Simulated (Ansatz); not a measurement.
# BrH3InN: the cost of one run

Program: Ansatz 0.2.0. Level of theory: RKS PBE-D4/def2-SVP. These are calculated values, not measurements.

## Step 1: The system as given

Bond lengths: N1–In2 1.865 Å, In2–Br3 1.771 Å, N1–H4 1.028 Å, N1–H5 1.036 Å, In2–H6 0.678 Å. Angles: N1–In2–Br3 97.0°, N1–In2–H6 138.9°, Br3–In2–H6 123.5°, In2–N1–H4 109.6°, In2–N1–H5 115.6°, H4–N1–H5 102.3°.

Structure file:

```xyz
6

N    -0.0619   -0.6899   -0.6289
In    0.0498    0.7469    0.5550
Br    0.3550   -0.2021    2.0183
H    -0.9748   -0.6778   -1.1004
H     0.5994   -0.6650   -1.4263
H     0.0744    1.4240    0.5361
```

## Step 2: End point A

input.yaml reads:

```yaml
crystal:
  periodic: [false, false, false]
  atoms:
    - { symbol: "N", position_ang: [-0.0619, -0.6899, -0.6289] }
    - { symbol: In, position_ang: [0.0498, 0.7469, 0.555] }
    - { symbol: Br, position_ang: [0.355, -0.2021, 2.0183] }
    - { symbol: H, position_ang: [-0.9748, -0.6778, -1.1004] }
    - { symbol: H, position_ang: [0.5994, -0.665, -1.4263] }
    - { symbol: H, position_ang: [0.0744, 1.424, 0.5361] }
basis:
  gaussian: { orbitals: def2-SVP }
hamiltonian:
  xc: pbe
  dispersion: d4
relax:
  f_tol: 0.015
  max_steps: 40
output:
  orbitals: {}
```

Command:

```
> ansatz run input.yaml --threads 1 --pin off --max-ram 2048MiB --backend cpu --events-out ev --progress --plain --runs-dir out
```

What time and memory should one allow on 1 thread of Arm Neoverse V1, shared host?

About 62 s, with a peak of 0.13 GiB.
